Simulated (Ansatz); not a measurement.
**C3H3FSe: a ladder of functionals and wavefunction methods**

An exercise on one series of results from a longer session: the logs are not shown, and one member is left open.

Program: Ansatz 0.2.0, Gaussian basis. Level of theory: functionals in def2-TZVPP, the program's frozen cores in correlated methods. These are calculated values, not measurements.

Plan: LDA (SPW92), PBE-D4, revPBE-D4, BLYP-D4, r2SCAN-D4, B97M-V, PBE0-D4, B3LYP-D4, r2SCANh-D4, r2SCAN0-D4, HSE06-D4, BHLYP-D4, CAM-B3LYP-D4, LC-ωPBE, ωB97X-V, ωB97M-V, B2PLYP, PBE-QIDH; CCSD(T)/def2-SVP; CCSD(T)/def2-TZVPP; MP2/def2-QZVPP; extrapolation to the limit; RPA on PBE.

### The geometry

An earlier PBE0-D4 in a triple-zeta def2 set relaxation fixed the geometry.

8 atoms, charge 0, spin multiplicity 1.

Atoms are counted from 1 here; the program's logs count them from 0.

Bond lengths: F1–C2 1.371 Å, C2–C3 1.497 Å, C2–H6 1.096 Å, C2–H7 1.096 Å, C3–C4 1.303 Å, C3–H8 1.088 Å, C4–Se5 1.693 Å. Angles: F1–C2–C3 111.5°, F1–C2–H6 108.1°, F1–C2–H7 108.2°, C3–C2–H6 110.2°, C3–C2–H7 110.2°, H6–C2–H7 108.5°, C2–C3–C4 124.7°, C2–C3–H8 116.9°, C4–C3–H8 118.4°, C3–C4–Se5 179.9°.

Set-up of the first run:

Contents of in.yaml:

```yaml
crystal:
  periodic: [false, false, false]
  atoms:
    - {symbol: F, position_ang: [1.473642, 0.758205, 0.506863]}
    - {symbol: C, position_ang: [0.646305, -0.312080, 0.731912]}
    - {symbol: C, position_ang: [-0.531220, -0.298261, -0.193112]}
    - {symbol: C, position_ang: [-0.752254, 0.611574, -1.099143]}
    - {symbol: Se, position_ang: [-1.036559, 1.795027, -2.275242]}
    - {symbol: H, position_ang: [0.310185, -0.270456, 1.774517]}
    - {symbol: H, position_ang: [1.228983, -1.229789, 0.590464]}
    - {symbol: H, position_ang: [-1.246983, -1.111420, -0.092058]}
basis:
  gaussian: {orbitals: def2-TZVPP}
hamiltonian: {xc: lda}
output: {orbitals: {seedname: orbitals}}
```

Among the steps run: LDA; PBE-D4 (GGA); revPBE-D4 (GGA); BLYP-D4 (GGA); r2SCAN-D4 (meta-GGA); B97M-V (meta-GGA); PBE0-D4 (hybrid); B3LYP-D4 (hybrid); r2SCANh-D4 (hybrid); r2SCAN0-D4 (hybrid); HSE06-D4 (hybrid); BHLYP-D4 (hybrid); CAM-B3LYP-D4 (range-separated); LC-ωPBE (range-separated); ωB97X-V (range-separated); ωB97M-V (range-separated); B2PLYP (double hybrid); PBE-QIDH (double hybrid).

One of the session's tables, all rows but one given; the rest of the session is left out.

It belongs to the step «Orbital energies across the functionals». 

```
  functional  HOMO (eV)  LUMO (eV)  gap (eV)
 LDA (SPW92)      -5.44      -3.49      1.95
      PBE-D4      -5.28      -3.29      1.99
   revPBE-D4      -5.23      -3.21      2.02
     BLYP-D4      -5.12      -3.14      1.98
   r2SCAN-D4      -5.48      -3.19      2.29
      B97M-V      -5.51      -3.06      2.45
     PBE0-D4      -6.32      -2.43      3.89
    B3LYP-D4      -6.11      -2.62      3.49
  r2SCANh-D4      -5.87      -2.87      3.00
  r2SCAN0-D4          ?          ?         ?
    HSE06-D4      -5.93      -2.81      3.12
    BHLYP-D4      -7.20      -1.41      5.79
CAM-B3LYP-D4      -7.52      -1.32      6.20
     LC-ωPBE      -8.79      -0.26      8.53
     ωB97X-V      -8.45      -0.29      8.16
     ωB97M-V      -8.33      -0.34      7.99
```

**Question.** Estimate the row for r2SCAN0-D4.

Worked estimate for «HOMO (eV)». Against the share of exact exchange, r2SCAN-D4 (0, -5.48), r2SCANh-D4 (0.1, -5.87) give a slope of -3.90 per unit share; at 0.25 the line stands at -6.45.

As computed: HOMO (eV): -6.45; LUMO (eV): -2.38; gap (eV): 4.07. In «HOMO (eV)» the line misses by 0.00.
